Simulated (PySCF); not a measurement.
# CH7BrSi: the cost of one run

The runs use PySCF 2.14.0; levels as typed in each script, gas phase, geometry from start geometry of a pair search.

## 1. Starting geometry

SMILES `Br.C[SiH3]`, 10 atoms, charge 0, spin multiplicity 1.

Bond lengths: Br1–H2 1.402 Å, C3–Si4 1.901 Å, C3–H5 1.088 Å, C3–H6 1.086 Å, C3–H7 1.088 Å, Si4–H8 1.470 Å, Si4–H9 1.461 Å, Si4–H10 1.461 Å. Angles: Si4–C3–H5 112.1°, Si4–C3–H6 110.4°, Si4–C3–H7 112.1°, H5–C3–H6 106.8°, H5–C3–H7 108.3°, H6–C3–H7 106.8°, C3–Si4–H8 108.5°, C3–Si4–H9 109.3°, C3–Si4–H10 109.4°, H8–Si4–H9 109.3°, H8–Si4–H10 109.4°, H9–Si4–H10 110.9°.

Coordinates:

```xyz
10
CH7BrSi
Br   -1.8009    0.0577   -0.0004
H    -0.4021   -0.0345    0.0257
C     1.9319   -1.2206   -0.0004
Si    2.7035    0.5165   -0.0003
H     1.3354   -1.4039    0.8910
H     2.7082   -1.9802   -0.0210
H     1.3038   -1.3893   -0.8724
H     1.6210    1.5068    0.0901
H     3.4402    0.7185   -1.2462
H     3.5861    0.6561    1.1557
```

## 2. Binding of the two fragments (PBE0/aug-cc-pvdz)

Input file input.py:

```python
import numpy as np
from pyscf import gto, scf, dft
from pyscf.scf import atom_ks, atom_hf
from scipy.linalg import block_diag
from pyscf.dispersion import dftd3

def solve(mol, dm0=None, hcore=None):
    mf = (dft.UKS if mol.spin else dft.RKS)(mol, xc='pbe0')
    mf.grids.level = 3
    mf = mf.density_fit(auxbasis='def2-universal-jkfit')
    mf.conv_tol, mf.max_cycle = 1e-8, 80
    if hcore is not None:
        mf.get_hcore = lambda *args: hcore
    mf.kernel(dm0)
    if not mf.converged:
        mf = mf.newton().run(mf.mo_coeff, mf.mo_occ, max_cycle=30)
    assert mf.converged, 'SCF not converged'
    return mf

mol = gto.M(atom='''
Br    -1.80094     0.05766    -0.00045
H     -0.40211    -0.03445     0.02574
C      1.93190    -1.22058    -0.00038
Si     2.70350     0.51655    -0.00032
H      1.33543    -1.40392     0.89098
H      2.70817    -1.98023    -0.02105
H      1.30378    -1.38925    -0.87244
H      1.62096     1.50683     0.09008
H      3.44016     0.71854    -1.24624
H      3.58615     0.65609     1.15565
''', basis='aug-cc-pvdz', charge=0, spin=0, verbose=4)
mol_a = gto.M(atom='''
Br    -1.80094     0.05766    -0.00045
H     -0.40211    -0.03445     0.02574
ghost-C      1.93190    -1.22058    -0.00038
ghost-Si     2.70350     0.51655    -0.00032
ghost-H      1.33543    -1.40392     0.89098
ghost-H      2.70817    -1.98023    -0.02105
ghost-H      1.30378    -1.38925    -0.87244
ghost-H      1.62096     1.50683     0.09008
ghost-H      3.44016     0.71854    -1.24624
ghost-H      3.58615     0.65609     1.15565
''', basis='aug-cc-pvdz', charge=0, spin=0, verbose=4)
mol_b = gto.M(atom='''
ghost-Br    -1.80094     0.05766    -0.00045
ghost-H     -0.40211    -0.03445     0.02574
C      1.93190    -1.22058    -0.00038
Si     2.70350     0.51655    -0.00032
H      1.33543    -1.40392     0.89098
H      2.70817    -1.98023    -0.02105
H      1.30378    -1.38925    -0.87244
H      1.62096     1.50683     0.09008
H      3.44016     0.71854    -1.24624
H      3.58615     0.65609     1.15565
''', basis='aug-cc-pvdz', charge=0, spin=0, verbose=4)
ab, a, b = solve(mol), solve(mol_a), solve(mol_b)
e_int = ab.e_tot - a.e_tot - b.e_tot
print('counterpoise-corrected interaction energy / kcal/mol', e_int * 627.5095)
def disp(atoms, charge):
    m = gto.M(atom=atoms, charge=charge, basis='sto-3g', spin=None, unit='Bohr', verbose=0)
    return dftd3.DFTD3Dispersion(m, xc='pbe0', version='d3bj').get_dispersion()['energy']
e_disp = disp(mol._atom, mol.charge) - disp(mol._atom[:2], mol_a.charge) - disp(mol._atom[2:], mol_b.charge)
print('D3(BJ) part / kcal/mol', e_disp * 627.5095)
# spherically averaged free atoms, for the promolecule
atm = atom_ks.get_atm_nrks(mol, xc='pbe0')
pro = block_diag(*[(atm[a[0]][2] * atm[a[0]][3]) @ atm[a[0]][2].T for a in mol._atom])
np.savez('result.npz', e_int=e_int, e_disp=e_disp, dm_a=a.make_rdm1(), dm_b=b.make_rdm1(), c=ab.mo_coeff, occ=ab.mo_occ, eps=ab.mo_energy, pro=pro, d=[f.dip_moment(verbose=0) for f in (ab, a, b)])
```

Run with:

```console
$ OMP_NUM_THREADS=1 python input.py
```

Q: Estimate wall time and peak memory on 1 thread of Arm Neoverse V2, shared host.

About 39 s, with a peak of 0.68 GiB.
